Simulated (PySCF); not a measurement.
**Re: excitation energy in x2c-TZVPPall**

Aim: the excitation energy of rhenium from differences of total energies, at each level of theory, and how far each lands from the tabulated value where there is one.

The numbers are computed with PySCF 2.14.0 (unrestricted determinants in a Gaussian basis, no spin-orbit coupling in the energies), except any that are marked as measured or tabulated.

## Step 1: The atom as given

```
Element                   : rhenium (Z = 75)
Basis                     : x2c-TZVPPall (11s7p7d3f1g, 97 functions)
Hamiltonian               : the spin-free X2C one-electron Hamiltonian (Gaussian nucleus)
State 1                   : Re: [Xe] 4f14 5d7, high-spin 4F determinant (an excited configuration)
Needed too, but not shown : Re [Xe] 4f14 5d5 6s2 (6S)
Methods                   : BLYP, wB97X, wB97X-V
```

Outer shells as boxes (Hund's rule):

Re [Xe] 4f14 5d7
```
[Xe] core
4f [↑↓][↑↓][↑↓][↑↓][↑↓][↑↓][↑↓]
5d [↑↓][↑↓][↑ ][↑ ][↑ ]
```

The runs were made by one driver on top of PySCF. The scripts below sum up each run's settings (the driver also hands on starting orbitals that pick excited configurations, and frozen orbitals as a list rather than a count), and the logs come from the driver's own runs. The driver starts from symmetry-adapted Hartree-Fock orbitals, holds the occupation by maximum overlap and uses a logarithmic radial grid for functionals, so a plain start would take other cycles.

The integrals over 97 functions and the set-up took 13 s of CPU time.

## Step 2: Re [Xe] 4f14 5d7: the ladder of methods

**BLYP**

File input.py:

```python
from pyscf import gto, scf, dft, mp, cc
import basis_set_exchange as bse
mol = gto.M(atom="Re 0 0 0", charge=0, spin=3, symmetry="D2h",
            basis=gto.basis.parse(bse.get_basis("x2c-TZVPPall", elements=["Re"], fmt="nwchem")),
            nucmod="G")
mf = dft.UKS(mol, xc="BLYP").sfx2c1e()
mf.irrep_nelec = {'Ag': (11, 10), 'B1g': (3, 3), 'B2g': (3, 2), 'B3g': (3, 2), 'Au': (1, 1), 'B1u': (6, 6), 'B2u': (6, 6), 'B3u': (6, 6)}
mf.kernel()
```

**wB97X**

input.py, as changed from the run before:

```diff
@@ -5,3 +5,3 @@
             nucmod="G")
-mf = dft.UKS(mol, xc="BLYP").sfx2c1e()
+mf = dft.UKS(mol, xc="WB97X").sfx2c1e()
 mf.irrep_nelec = {'Ag': (11, 10), 'B1g': (3, 3), 'B2g': (3, 2), 'B3g': (3, 2), 'Au': (1, 1), 'B1u': (6, 6), 'B2u': (6, 6), 'B3u': (6, 6)}
```

**wB97X-V**

input.py, as changed from the run before:

```diff
@@ -5,3 +5,3 @@
             nucmod="G")
-mf = dft.UKS(mol, xc="WB97X").sfx2c1e()
+mf = dft.UKS(mol, xc="WB97X_V").sfx2c1e()
 mf.irrep_nelec = {'Ag': (11, 10), 'B1g': (3, 3), 'B2g': (3, 2), 'B3g': (3, 2), 'Au': (1, 1), 'B1u': (6, 6), 'B2u': (6, 6), 'B3u': (6, 6)}
```

What does the calculation give?

The runs gave:

```
                             quantity                        value
excitation energy, Re → [Xe] 4f14 5d7  UHF 5.903, wB97X-V 4.496 eV
```

**Reading.** The methods span 1.544 eV, from BLYP (4.359) to UHF (5.903). No reference value is at hand in this session. All values hold for this basis alone; no basis-set limit was taken.
